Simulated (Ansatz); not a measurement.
**GaH2 radical: one species, many methods**

The task here is to estimate one member of a computed series from the others.

The runs use Ansatz 0.2.0, Gaussian basis; functionals in def2-TZVPP, the program's frozen cores in correlated methods.

Levels to be run: LDA (SPW92), PBE-D4, revPBE-D4, BLYP-D4, r2SCAN-D4, B97M-V, PBE0-D4, B3LYP-D4, r2SCANh-D4, r2SCAN0-D4, HSE06-D4, BHLYP-D4, CAM-B3LYP-D4, LC-ωPBE, ωB97X-V, ωB97M-V, B2PLYP, PBE-QIDH; CCSD(T)/def2-SVP; CCSD(T)/def2-TZVPP; CCSD(T)/def2-QZVPP; extrapolation to the limit.

## The geometry

An earlier PBE0-D4 in a triple-zeta def2 set relaxation fixed the geometry.

3 atoms, charge 0, spin multiplicity 2.

Atoms are counted from 1 here; the program's logs count them from 0.

Bond lengths: Ga1–H2 1.593 Å, Ga1–H3 1.593 Å. Angles: H2–Ga1–H3 120.6°.

The first run:

in.yaml reads:

```yaml
crystal:
  periodic: [false, false, false]
  atoms:
    - {symbol: Ga, position_ang: [-0.413520, 0.217305, -0.232386]}
    - {symbol: H, position_ang: [0.694211, 1.088116, 0.511467]}
    - {symbol: H, position_ang: [-0.291592, -1.370222, -0.292280]}
basis:
  gaussian: {orbitals: def2-TZVPP}
magnetization: {spin_polarized: true, initial_magnetization: 1}
hamiltonian: {xc: lda}
output: {orbitals: {seedname: orbitals}}
```

On the command line:

```bash
> ansatz run in.yaml --threads 2 --pin off --events-out ev --progress --plain --max-ram 32768MiB --backend cpu
```

Steps of the session up to this table: LDA; PBE-D4 (GGA); revPBE-D4 (GGA); BLYP-D4 (GGA); r2SCAN-D4 (meta-GGA); B97M-V (meta-GGA); PBE0-D4 (hybrid); B3LYP-D4 (hybrid); r2SCANh-D4 (hybrid); r2SCAN0-D4 (hybrid); HSE06-D4 (hybrid); BHLYP-D4 (hybrid); CAM-B3LYP-D4 (range-separated); LC-ωPBE (range-separated); ωB97X-V (range-separated); ωB97M-V (range-separated); B2PLYP (double hybrid); PBE-QIDH (double hybrid).

One of the session's tables, all rows but one given; the rest of the session is left out.

It belongs to the step «Frontier levels by functional». 

| functional | HOMO (eV) | LUMO (eV) | gap (eV) |
| --- | --- | --- | --- |
| LDA (SPW92) | -4.62 | -3.62 | 0.99 |
| PBE-D4 | -4.61 | -3.30 | 1.31 |
| revPBE-D4 | -4.59 | -3.18 | 1.40 |
| BLYP-D4 | -4.44 | -3.39 | 1.05 |
| r2SCAN-D4 | -4.96 | -2.85 | 2.11 |
| B97M-V | -4.72 | -3.62 | 1.10 |
| PBE0-D4 | -5.60 | -2.37 | 3.23 |
| B3LYP-D4 | -5.38 | -2.84 | 2.55 |
| r2SCANh-D4 | ? | ? | ? |
| r2SCAN0-D4 | -5.86 | -2.11 | 3.75 |
| HSE06-D4 | -5.21 | -2.75 | 2.46 |
| BHLYP-D4 | -6.44 | -1.68 | 4.76 |
| CAM-B3LYP-D4 | -6.80 | -1.58 | 5.22 |
| LC-ωPBE | -8.15 | -0.10 | 8.05 |
| ωB97X-V | -7.67 | -0.51 | 7.16 |
| ωB97M-V | -7.54 | -0.68 | 6.86 |

Q: Estimate the row for r2SCANh-D4 from the others.

Worked estimate for «HOMO (eV)». Against the share of exact exchange, r2SCAN-D4 (0, -4.96), r2SCAN0-D4 (0.25, -5.86) give a slope of -3.60 per unit share; at 0.1 the line stands at -5.32.

The run gave: HOMO (eV): -5.32; LUMO (eV): -2.55; gap (eV): 2.77. In «HOMO (eV)» the line misses by 0.00.
